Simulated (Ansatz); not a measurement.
# C7H12O2: one species, many methods

Aim: compute C7H12O2 with functionals from several rungs and with coupled cluster, and see how far each lands from CCSD(T) at the basis-set limit for the atomisation energy.

The runs use Ansatz 0.2.0, Gaussian basis; functionals in def2-TZVPP, the program's frozen cores in correlated methods.

Plan: PBE-D4, r2SCAN-D4, PBE0-D4, B3LYP-D4, ωB97X-V, ωB97M-V, B2PLYP; CCSD(T)/def2-TZVPP; MP2/def2-QZVPP; extrapolation to the limit.

**1. The relaxed structure**

The geometry comes from an earlier relaxation with PBE0-D4 in a triple-zeta def2 set; it is a stationary point, not always the lowest conformer.

21 atoms, charge 0, spin multiplicity 1.

Atoms are counted from 1 here; the program's logs count them from 0.

Bond lengths: C1–C2 1.498 Å, C1–H10 1.094 Å, C1–H11 1.094 Å, C1–H12 1.088 Å, C2–O3 1.205 Å, C2–C4 1.523 Å, C4–C5 1.523 Å, C4–H13 1.089 Å, C4–H14 1.090 Å, C5–O6 1.205 Å, C5–C7 1.512 Å, C7–C8 1.531 Å, C7–C9 1.517 Å, C7–H15 1.097 Å, C8–H16 1.092 Å, C8–H17 1.092 Å, C8–H18 1.093 Å, C9–H19 1.092 Å and more. Angles: C2–C1–H10 109.8°, C2–C1–H11 109.2°, C2–C1–H12 110.4°, H10–C1–H11 106.7°, H10–C1–H12 110.9°, H11–C1–H12 109.6°, C1–C2–O3 123.4°, C1–C2–C4 115.9°, O3–C2–C4 120.7°, C2–C4–C5 106.8°, C2–C4–H13 108.1°, C2–C4–H14 110.9°, C5–C4–H13 111.3°, C5–C4–H14 108.4°, H13–C4–H14 111.3°, C4–C5–O6 120.5°, C4–C5–C7 116.1°, O6–C5–C7 123.3° and more.

**2. PBE-D4 (GGA)**

in.yaml

```yaml
crystal:
  periodic: [false, false, false]
  atoms:
    - {symbol: C, position_ang: [-2.751341, 1.454421, 0.452583]}
    - {symbol: C, position_ang: [-1.559915, 1.358627, -0.450655]}
    - {symbol: O, position_ang: [-0.925525, 2.316110, -0.814678]}
    - {symbol: C, position_ang: [-1.145706, -0.049135, -0.857132]}
    - {symbol: C, position_ang: [-0.202508, -0.558727, 0.224143]}
    - {symbol: O, position_ang: [-0.636105, -1.102041, 1.208845]}
    - {symbol: C, position_ang: [1.269931, -0.302864, -0.003324]}
    - {symbol: C, position_ang: [1.798643, -1.336269, -1.001275]}
    - {symbol: C, position_ang: [2.050062, -0.330243, 1.296947]}
    - {symbol: H, position_ang: [-2.648126, 0.744801, 1.278235]}
    - {symbol: H, position_ang: [-3.648310, 1.163544, -0.102857]}
    - {symbol: H, position_ang: [-2.865362, 2.470553, 0.825072]}
    - {symbol: H, position_ang: [-0.644982, 0.010776, -1.822699]}
    - {symbol: H, position_ang: [-2.009860, -0.712370, -0.899466]}
    - {symbol: H, position_ang: [1.344300, 0.688099, -0.468453]}
    - {symbol: H, position_ang: [2.847412, -1.132661, -1.225729]}
    - {symbol: H, position_ang: [1.247955, -1.323331, -1.944345]}
    - {symbol: H, position_ang: [1.731307, -2.342628, -0.580517]}
    - {symbol: H, position_ang: [3.108297, -0.138575, 1.107075]}
    - {symbol: H, position_ang: [1.955460, -1.302769, 1.783090]}
    - {symbol: H, position_ang: [1.684372, 0.424699, 1.995129]}
basis:
  gaussian: {orbitals: def2-TZVPP}
hamiltonian: {xc: pbe, dispersion: d4}
output: {forces: true, orbitals: {seedname: orbitals}}
```

Started as:

```sh
> ansatz run in.yaml --threads 4 --pin off --events-out ev --progress --plain --max-ram 46080MiB --backend cuda --devices 0, --max-vram 37GiB
```

Further steps of the session: r2SCAN-D4 (meta-GGA); PBE0-D4 (hybrid); B3LYP-D4 (hybrid); ωB97X-V (range-separated); ωB97M-V (range-separated); B2PLYP (double hybrid); CCSD(T) in def2-TZVPP; MP2 in def2-QZVPP.

Before running them: what should the planned runs give, taken together? Wanted: atomisation energy, CCSD(T)/CBS; farthest; mean size of error, hybrid; mean size of error, range-separated; gap, smallest and largest; T1 diagnostic; triples share of the correlation energy.

The runs gave:

| quantity | value |
| --- | --- |
| atomisation energy, CCSD(T)/CBS | 2126.1 kcal/mol |
| functionals within 10.6 kcal/mol (0.5 %) | B3LYP-D4, ωB97X-V, ωB97M-V |
| farthest | PBE-D4 (+63.3 kcal/mol) |
| mean size of error, hybrid | 11.8 kcal/mol |
| mean size of error, range-separated | 7.5 kcal/mol |
| gap, smallest and largest | 3.45 eV (PBE-D4), 10.83 eV (ωB97X-V) |
| T1 diagnostic | 0.0136 |
| triples share of the correlation energy | 4.1 % |

In words: PBE-D4 is off by +63.3 kcal/mol. Double hybrids carry the basis error of their MP2 part in triple zeta, and no dispersion term here, so their miss is partly the set-up's. The reference freezes the cores and leaves out relativity and excitations past (T), so misses under about 10.6 kcal/mol can't be ranked. Hartree-Fock recovers 73 % of the binding; the rest is correlation. Orbital gaps span 3.4 to 10.8 eV; exact exchange widens them.
